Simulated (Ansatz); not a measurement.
**Cs (diamond type): how the settings move a single-point run**

Aim: see which settings change the result for Cs (diamond type), by how much, and at what cost.

This is Cs in the diamond structure; at room conditions it is bcc.

Program: Ansatz 0.2.0. Level of theory: reference: DFT, LDA, all-electron LAPW, scalar-relativistic. These are calculated values, not measurements.

## (1) The starting structure

The structure is cubic, space group Fd-3m (No. 227). The conventional cell has a = 10.733 Å, b = 10.733 Å, c = 10.733 Å, α = 90.00°, β = 90.00°, γ = 90.00°.

As a file:

```
Cs
1.0
     0.00000    5.36639    5.36639
     5.36639    0.00000    5.36639
     5.36639    5.36639    0.00000
Cs
2
Direct
  0.87500 0.87500 0.87500
  0.12500 0.12500 0.12500
```

## (2) Baseline

Contents of input.yaml:

```yaml
crystal:
  lattice:
    - [0.0, 5.3663886678, 5.3663886678]
    - [5.3663886678, 0.0, 5.3663886678]
    - [5.3663886678, 5.3663886678, 0.0]
  atoms:
    - { symbol: Cs, position: [-0.125, -0.125, -0.125] }
    - { symbol: Cs, position: [0.125, 0.125, 0.125] }
kpoints:
  mp_grid: { grid: [7, 7, 7] }
  band_path:
    path:
      - [0.0, 0.0, 0.0]
      - [0.5, 0.0, 0.5]
      - [0.625, 0.25, 0.625]
      - [0.375, 0.375, 0.75]
      - [0.0, 0.0, 0.0]
      - [0.5, 0.5, 0.5]
      - [0.5, 0.25, 0.75]
      - [0.5, 0.0, 0.5]
    npoints: 14
scf:
  occupations: { method: fermi_dirac, width: 0.08 }
hamiltonian:
  xc: lda
  pseudopotentials: { kind: all_electron, lapw: { basis_error: 0.001 } }
output:
  forces: true
  stress: true
  eigenvalues: true
  populations: true
  dos: { projected: true, de: 0.2, e_range: [-14, 8] }
```

Started as:

```sh
$ ansatz run input.yaml --threads 1 --pin off --max-ram 2048MiB --backend cpu --events-out ev --progress --plain --runs-dir out
```

## (3) Variant: preconditioner local_kerker, dispersion d4

Edit input.yaml of step 2 so:

```diff
@@ -23,2 +23,3 @@
   occupations: { method: fermi_dirac, width: 0.08 }
+  mixing: { preconditioner: local_kerker }
 hamiltonian:
@@ -26,2 +27,3 @@
   pseudopotentials: { kind: all_electron, lapw: { basis_error: 0.001 } }
+  dispersion: d4
 output:
@@ -31,2 +33 @@
   populations: true
-  dos: { projected: true, de: 0.2, e_range: [-14, 8] }
```

**Question.** What will these runs give? Wanted: for each run, ending; energy change; pressure; gap; force.

**Answer**, as computed:

```csv
run,ending,energy change,pressure (GPa),gap (eV),force (eV/Å),cycles,time
reference,converged,0,0.0,0.06,0.00,5,14 s
"1: preconditioner local_kerker, dispersion d4",converged,-40.9 meV/atom (offset of the dispersion model),0.0,0.06,0.00,7,14 s
```

Times don't compare one to one where runs were asked for different outputs or read a saved state (see the inputs); cycles may leave out searches for a lower state.

Residual by cycle in the longest SCF loop of each run; runs are numbered as in the table. The quantity is the density residual dr2, in eV.

```csv
cycle,reference,run 1
1,0.00333,0.00333
2,0.00168,0.00125
3,1.7e-4,2.8e-4
4,1.9e-6,4.0e-5
5,3.7e-8,6.1e-6
6,-,7.5e-7
7,-,2.6e-9
```

The energy moves by -40.9 meV/atom, nearly all of it the dispersion term itself (-40.9 meV/atom); that offset belongs to the model and is no gain or loss of stability. The damping parameters are borrowed, as the log notes. The gap of the reference lacks spin-orbit coupling, though the cell holds Cs.
